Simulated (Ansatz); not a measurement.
I need an atomisation energy of AlH7NSbSi, SMILES [NH2][AlH][SbH][SiH3]. Use Ansatz's Python interface. Use (for the species named): B3LYP, def2-SVP basis, multiplicity 1.

```xyz
11

N    -0.0816    2.1298   -0.3327
Al    1.0496    1.2841    0.8639
Sb    0.6294   -1.2551    1.4594
Si   -0.8835   -1.5252   -0.4393
H    -1.0920    2.0551    0.0237
H    -0.0979    1.6609   -1.2452
H     2.2877    2.0923    1.5369
H     2.0700   -1.7542    0.4873
H    -2.1848   -0.7706   -0.1000
H    -0.3489   -1.0129   -1.6459
H    -1.2824   -2.9614   -0.5875
```

`alh7nsbsi.py`:
```python
# -*- coding: utf-8 -*-
from collections import Counter

import ansatz as az


def energy_of(molecule, charge=0, unpaired=0):
    calc = molecule.calculation().basis(gaussian="def2-SVP").functional("b3lyp")
    if charge:
        calc = calc.charge(charge)
    if unpaired:
        calc = calc.spin("collinear", total=unpaired)
    report = calc.run().report
    if report["published_state_doubts"]:
        print("  doubts:", report["published_state_doubts"])
    return report["free_energy_ev"]


def main():
    mol = (
        az.Crystal.molecule()
        .atom("N", [-0.0816, 2.1298, -0.3327])
        .atom("Al", [1.0496, 1.2841, 0.8639])
        .atom("Sb", [0.6294, -1.2551, 1.4594])
        .atom("Si", [-0.8835, -1.5252, -0.4393])
        .atom("H", [-1.092, 2.0551, 0.0237])
        .atom("H", [-0.0979, 1.6609, -1.2452])
        .atom("H", [2.2877, 2.0923, 1.5369])
        .atom("H", [2.07, -1.7542, 0.4873])
        .atom("H", [-2.1848, -0.7706, -0.1])
        .atom("H", [-0.3489, -1.0129, -1.6459])
        .atom("H", [-1.2824, -2.9614, -0.5875])
    )

    unpaired = {"N": 3, "Al": 1, "Sb": 3, "Si": 2, "H": 1}
    counts = Counter(site.symbol for site in mol.cartesian_sites)
    atom_energy = {s: energy_of(az.Crystal.molecule().atom(s, (0, 0, 0)), 0, unpaired[s]) for s in counts}
    whole = energy_of(mol, 0, 0)
    for s, e in atom_energy.items():
        print(f"{s:2s} x{counts[s]}  {e:14.5f} eV")
    print(f"AlH7NSbSi: {whole:.5f} eV")
    split = sum(counts[s] * e for s, e in atom_energy.items()) - whole
    print(f"atomisation energy (no zero-point term): {23.060548 * split:.1f} kcal/mol, {split / sum(counts.values()):.3f} eV an atom")


if __name__ == "__main__":
    main()
```

```console
$ python alh7nsbsi.py
N  x1     -1484.04864 eV
Al x1     -6593.36168 eV
Sb x1     -6538.57357 eV
Si x1     -7872.08217 eV
H  x7       -13.63995 eV
AlH7NSbSi: -22614.25377 eV
atomisation energy (no zero-point term): 708.1 kcal/mol, 2.792 eV an atom
```

708.1 kcal/mol from the electronic energies, without the zero-point term.

Reading the output:
- Total energies depend on the basis set; only differences at equal settings carry meaning.
- The geometry is a force-field or estimated start, not a minimum of this method, and the basis set is short of its limit. All parts are taken at fixed geometry, without zero-point energy.
- def2 sets replace the cores of elements past krypton by effective core potentials.
- b3lyp holds the VWN-RPA fit, as in Gaussian; the form of ORCA and Turbomole is b3lyp5.
- The spin-orbit lowering of heavy atoms is left out.
- Wall time of the script: 7.1 s on 1 thread of Arm Neoverse V2, on a shared host, peak memory 0.31 GiB.

(A comment or docstring line of the script was reworded after the run, the code is as it ran; lines on the test bed's own set-up are left out of the output.)
